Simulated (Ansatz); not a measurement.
**AgB2: stress in a strained cell**

AgB2 is deformed so: equal xx and yy strain of +1 %. What stress and forces result, by LAPW, PAW and all-electron datasets made for the crystal?

Computed with Ansatz 0.2.0 (DFT PBEsol, scalar-relativistic, unless a step's input says otherwise).

## Step 1: Starting point

Symmetry: P6/mmm, No. 191, hexagonal system. The conventional cell has a = 3.000 Å, b = 3.000 Å, c = 3.240 Å, α = 90.00°, β = 90.00°, γ = 120.00°. Ag (site symmetry 6/mmm) is surrounded by 12 B at 2.37 Å. B (site symmetry -6m2) has 3 B at 1.73 Å and 6 Ag at 2.37 Å as nearest neighbours.

Structure file:

```
Ag B
1.0
     3.00000    0.00000    0.00000
    -1.50000    2.59808    0.00000
     0.00000    0.00000    3.24000
Ag B
1 2
Direct
  0.00000 0.00000 0.00000
  0.33333 0.66667 0.50000
  0.66667 0.33333 0.50000
```

Atoms are numbered in the order of the input: Ag1, B2, B3.

## Step 2: The deformed structure

Space group P6/mmm before, P6/mmm after.

## Step 3: All-electron LAPW

input.yaml

```yaml
crystal:
  lattice:
    - [3.0300016569, 0.0, 0.0]
    - [-1.5150008285, 2.6240584084, 0.0]
    - [0.0, 0.0, 3.24]
  atoms:
    - { symbol: Ag, position: [0.0, 0.0, 0.0] }
    - { symbol: B, position: [0.3333333333, 0.6666666667, 0.5] }
    - { symbol: B, position: [0.6666666667, 0.3333333333, 0.5] }
kpoints:
  mp_grid: { grid: [16, 16, 13] }
  band_path:
    path:
      - [0.0, 0.0, 0.0]
      - [0.5, 0.0, 0.0]
      - [0.3333333333, 0.3333333333, 0.0]
      - [0.0, 0.0, 0.0]
      - [0.0, 0.0, 0.5]
      - [0.5, 0.0, 0.5]
      - [0.3333333333, 0.3333333333, 0.5]
      - [0.0, 0.0, 0.5]
      - [0.5, 0.0, 0.5]
    npoints: 5
scf:
  occupations: { method: fermi_dirac, width: 0.05 }
hamiltonian:
  xc: pbesol
  pseudopotentials: { kind: all_electron, lapw: { basis_error: 0.001 } }
output:
  forces: true
  stress: true
  eigenvalues: true
```

Started as:

```sh
ansatz run input.yaml --threads 1 --pin off --max-ram 4096MiB --backend cpu --events-out ev --progress --plain --runs-dir out
```

## Step 4: PAW on the default files

input.yaml

```yaml
crystal:
  lattice:
    - [3.0300016569, 0.0, 0.0]
    - [-1.5150008285, 2.6240584084, 0.0]
    - [0.0, 0.0, 3.24]
  atoms:
    - { symbol: Ag, position: [0.0, 0.0, 0.0] }
    - { symbol: B, position: [0.3333333333, 0.6666666667, 0.5] }
    - { symbol: B, position: [0.6666666667, 0.3333333333, 0.5] }
kpoints:
  mp_grid: { grid: [16, 16, 13] }
scf:
  occupations: { method: fermi_dirac, width: 0.05 }
hamiltonian:
  xc: pbesol
  pseudopotentials: { kind: paw }
output:
  forces: true
  stress: true
  eigenvalues: true
  efg: { contact_densities: true }
```

## Step 5: All-electron PAW on datasets made for the crystal

input.yaml: that of step 4 with these lines changed.

```diff
@@ -15,3 +15,3 @@
   xc: pbesol
-  pseudopotentials: { kind: paw }
+  pseudopotentials: { kind: all_electron, datasets: crystal }
 output:
```

(Steps that only read results are left out.)

Q: Predict the outcome of this session. Wanted: pressure; largest shear or deviatoric stress.

**Answer**, as computed:

| quantity | value |
| --- | --- |
| pressure | LAPW 39.57, PAW 39.63, crystal datasets 39.57 GPa |
| largest shear or deviatoric stress (LAPW) | 21.83 GPa |

In words: The largest part of the stress beyond the pressure is 21.83 GPa in size, in the zz component; the atoms are carried along and not relaxed. No run of the undeformed cell stands beside it, so the pressure holds what the given cell had before the change. PAW: stress within 0.07 GPa of LAPW. Crystal datasets: stress within 0.01 GPa of LAPW.
